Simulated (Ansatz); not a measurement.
# N: the cost of one run

All numbers below are computed with Ansatz 0.2.0 (DFT PBE, plane waves, PAW, scalar-relativistic, no spin polarisation).

**1. Starting point**

The cell holds 12 atoms (N12): a = 7.034 Å, b = 7.034 Å, c = 7.034 Å, α = 90.00°, β = 90.00°, γ = 90.00°.

Structure file:

```
N
1.0
     7.03385    0.00000    0.00000
     0.00000    7.03385    0.00000
     0.00000    0.00000    7.03385
N
12
Direct
  0.00124 0.93324 0.27566
  0.99070 0.96094 0.11777
  0.70097 0.52320 0.52828
  0.64433 0.40190 0.43948
  0.06921 0.63430 0.79498
  0.97752 0.68300 0.67238
  0.37659 0.88455 0.26089
  0.35104 0.73598 0.31640
  0.28536 0.88496 0.89950
  0.30264 0.04424 0.88778
  0.29341 0.37782 0.22359
  0.29528 0.37678 0.06295
```

**2. Relaxing the start**

Input file input.yaml:

```yaml
crystal:
  lattice:
    - [7.03385, 0.0, 0.0]
    - [0.0, 7.03385, 0.0]
    - [0.0, 0.0, 7.03385]
  atoms:
    - { symbol: "N", position: [1.0012403, 0.9332374, 0.2756593] }
    - { symbol: "N", position: [0.9906978, 0.9609416, 0.1177688] }
    - { symbol: "N", position: [0.7009732, 0.523198, 0.5282799] }
    - { symbol: "N", position: [0.6443289, 0.4018951, 0.4394819] }
    - { symbol: "N", position: [0.0692094, 0.634298, 0.7949769] }
    - { symbol: "N", position: [-0.0224811, 0.6829989, 0.6723836] }
    - { symbol: "N", position: [0.3765901, 0.8845532, 0.2608949] }
    - { symbol: "N", position: [0.3510382, 0.7359786, 0.3163996] }
    - { symbol: "N", position: [0.285357, 0.8849566, 0.8994968] }
    - { symbol: "N", position: [0.3026437, 1.0442421, 0.8877772] }
    - { symbol: "N", position: [0.2934147, 0.3778157, 0.223588] }
    - { symbol: "N", position: [0.2952771, 0.3767847, 0.0629533] }
basis:
  ecutwfc: 420.0
kpoints:
  mp_grid: { grid: [1, 1, 1] }
hamiltonian:
  xc: pbe
scf:
  occupations: { method: fermi_dirac, width: 0.05 }
  lower_state_search: "off"
relax:
  f_tol: 0.3
  max_steps: 15
  adjacent_minimum: "off"
```

Run with:

```
ansatz run input.yaml --threads 1 --pin off --max-ram 3072MiB --backend cpu --events-out ev --progress --plain --runs-dir out
```

What time and memory should one allow on 1 thread of Arm Neoverse V2, shared host?

About 13 s, with a peak of 0.35 GiB.
